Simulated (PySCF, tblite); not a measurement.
**C2H9NSi3: geometry, infrared bands and NMR shifts**

Aim: predict the infrared bands and NMR shifts of C2H9NSi3 (`N#CC[SiH]([SiH3])[SiH3]`).

Computed with tblite 0.8.0 and PySCF 2.14.0, with density-fitted response routines of our own, on a single molecule in the gas phase. Atoms count from 0, in the outputs and in this text.

### Step 1. The starting structure

15 atoms, charge 0, multiplicity 1; geometry from: force field or distance geometry start.

Bonds of the start (Å): N0–C1 1.17, C1–C2 1.45, C2–Si3 1.86, Si3–Si4 2.31, Si3–Si5 2.29, C2–H6 1.10, C2–H7 1.09, Si3–H8 1.48, Si4–H9 1.49, Si4–H10 1.47, Si4–H11 1.49, Si5–H12 1.50, Si5–H13 1.49, Si5–H14 1.48.

### Step 2. Relaxing the molecule with GFN2-xTB

The job: settings as JSON, then the geometry in Å.

```
{"job": {"kind": "relax", "xc": "GFN2-xTB", "basis": "xTB"}, "charge": 0, "multiplicity": 1}
N      2.435900     0.453800     1.901500
C      2.085100     0.396100     0.785400
C      1.658500     0.303200    -0.598300
Si    -0.162800    -0.024300    -0.810000
Si    -0.725400    -1.998000     0.240200
Si    -1.401000     1.600400     0.223500
H      1.902000     1.246700    -1.115900
H      2.229000    -0.473100    -1.104800
H     -0.484200    -0.098800    -2.256100
H      0.101500    -3.095100    -0.323700
H     -0.480400    -1.909600     1.690600
H     -2.160700    -2.313400    -0.001000
H     -1.139900     1.614100     1.695900
H     -1.013500     2.921500    -0.341800
H     -2.848500     1.384600    -0.007400
```

Launch:

```bash
$ OMP_NUM_THREADS=1 python probes_run.py task.json out
```

The driver reads the jobs from task.json and runs them one after another.

**Question.** This job is followed by: GFN2-xTB harmonic vibrations, gas phase; GIAO PBE0/pcSseg-1 NMR shielding, non-relativistic, gas phase. Predict these results of the whole session: strongest single infrared mode (GFN2-xTB); zero-point energy (GFN2-xTB); 13C shifts against TMS (PBE0/pcSseg-1); 1H shifts against TMS (PBE0/pcSseg-1, means over atoms taken as alike); 15N shifts against NH3 (PBE0/pcSseg-1); 29Si shifts against TMS (PBE0/pcSseg-1, means over atoms taken as alike).

The runs gave:

| quantity | value |
| --- | --- |
| strongest single infrared mode (GFN2-xTB) | 2241 cm⁻¹, 579 km/mol |
| zero-point energy (GFN2-xTB) | 57.1 kcal/mol |
| 13C shifts against TMS (PBE0/pcSseg-1) | 123.6, -2.0 ppm |
| 1H shifts against TMS (PBE0/pcSseg-1, means over atoms taken as alike) | 4.16, 3.69, 1.75 ppm |
| 15N shifts against NH3 (PBE0/pcSseg-1) | 297.9 ppm |
| 29Si shifts against TMS (PBE0/pcSseg-1, means over atoms taken as alike) | -76.4, -113.5 ppm |

In words: The optimisation took 60 steps and gained 0.291 eV; among the close pairs (by a distance rule), C2–Si3 changed most, from 1.863 to 1.945 Å. No mode is imaginary among the 39: a minimum at this level. The strongest single mode, at 2241 cm⁻¹, moves mainly H11 and H14. Unscaled tight-binding wavenumbers are off by several per cent, some by more. Its intensities can rank the bands wrongly. The most deshielded carbon is C1 (nitrile carbon), at 123.6 ppm: typical of a nitrile. At PBE0/pcSseg-1: The largest span, 504 ppm, is at N0, where the paramagnetic term is -371 ppm.
